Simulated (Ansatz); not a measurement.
# H7N3OSi: molecular dynamics

The plan is to follow the molecule's vibrations and see whether its bonds hold. The start is relaxed first. Runs: 300 steps of 0.25 fs under a Langevin thermostat, set from 200 K to 600 K by a schedule. SMILES of the start: N[Si](N)(N)O.

Program: Ansatz 0.2.0. Level of theory: RKS PBE/6-31G. These are calculated values, not measurements.

## Step 1: The structure to begin with

Bond lengths: Si1–O2 1.680 Å, O2–H3 1.010 Å, Si1–N4 1.820 Å, N4–H5 1.060 Å, N4–H6 1.060 Å, Si1–N7 1.819 Å, N7–H8 1.060 Å, N7–H9 1.060 Å, Si1–N10 1.819 Å, N10–H11 1.060 Å, N10–H12 1.060 Å. Angles (14 of 16 angles, heavy atoms first): O2–Si1–N4 109.5°, O2–Si1–N7 109.5°, O2–Si1–N10 109.5°, N4–Si1–N7 109.5°, N4–Si1–N10 109.5°, N7–Si1–N10 109.5°, Si1–O2–H3 109.5°, Si1–N4–H5 120.0°, Si1–N4–H6 120.0°, Si1–N7–H8 120.0°, Si1–N7–H9 120.0°, Si1–N10–H11 120.0°, Si1–N10–H12 120.0°, H5–N4–H6 120.0°.

As a file:

```xyz
12

Si    0.0000    0.0000    0.0000
O     0.0000    0.0000    1.6800
H    -0.9095   -0.2814    2.0171
N     1.7163    0.0000   -0.6061
H     2.2145   -0.9180   -0.7868
H     2.2175    0.9180   -0.7783
N    -0.8572    1.4851   -0.6061
H    -1.8773    1.4300   -0.8888
H    -0.3367    2.4058   -0.6766
N    -0.8572   -1.4851   -0.6061
H    -1.3922   -2.1014    0.0704
H    -0.8219   -1.7344   -1.6357
```

## Step 2: Relaxing the start

File input.yaml:

```yaml
crystal:
  periodic: [false, false, false]
  atoms:
    - { symbol: Si, position_ang: [0.0, 0.0, 0.0] }
    - { symbol: O, position_ang: [0.0, 0.0, 1.68] }
    - { symbol: H, position_ang: [-0.9095, -0.2814, 2.0171] }
    - { symbol: "N", position_ang: [1.7163, 0.0, -0.6061] }
    - { symbol: H, position_ang: [2.2145, -0.918, -0.7868] }
    - { symbol: H, position_ang: [2.2175, 0.918, -0.7783] }
    - { symbol: "N", position_ang: [-0.8572, 1.4851, -0.6061] }
    - { symbol: H, position_ang: [-1.8773, 1.43, -0.8888] }
    - { symbol: H, position_ang: [-0.3367, 2.4058, -0.6766] }
    - { symbol: "N", position_ang: [-0.8572, -1.4851, -0.6061] }
    - { symbol: H, position_ang: [-1.3922, -2.1014, 0.0704] }
    - { symbol: H, position_ang: [-0.8219, -1.7344, -1.6357] }
basis:
  gaussian: { orbitals: "6-31G" }
hamiltonian:
  xc: pbe
relax:
  f_tol: 0.02
  max_steps: 40
output:
  orbitals: {}
```

Launch:

```sh
$ ansatz run input.yaml --threads 1 --pin off --max-ram 2048MiB --backend cpu --events-out ev --progress --plain --runs-dir out
```

The runs that follow: Dynamics.

Q: Predict the outcome of this session. Wanted: relaxation of the start; temperature, first and last step; temperature, second half; potential energy, second half; bonds formed or broken.

**Answer**, as computed:

| quantity | value |
| --- | --- |
| relaxation of the start | 11 moves, 0.853 eV lower |
| length | 300 steps of 0.25 fs |
| temperature, first and last step | 183 and 318 K |
| temperature, second half | mean 172 K, from 106 to 318 K |
| potential energy, second half | +17 meV/atom from the start |
| bonds formed or broken | 0 |

What this shows: The set-point goes from 200 to 600 K in 75 fs, and the last tenth of the run averages 228 K. Such a rate, of order 10^16 K/s, is far beyond any furnace or quench, and the atoms lag the set-point. No bond forms or breaks. A run of 75 fs with 12 atoms shows the motion but fixes no equilibrium value. The nuclei move classically, without zero-point motion, which matters most for hydrogen. The basis is very small, so the numbers are rough.
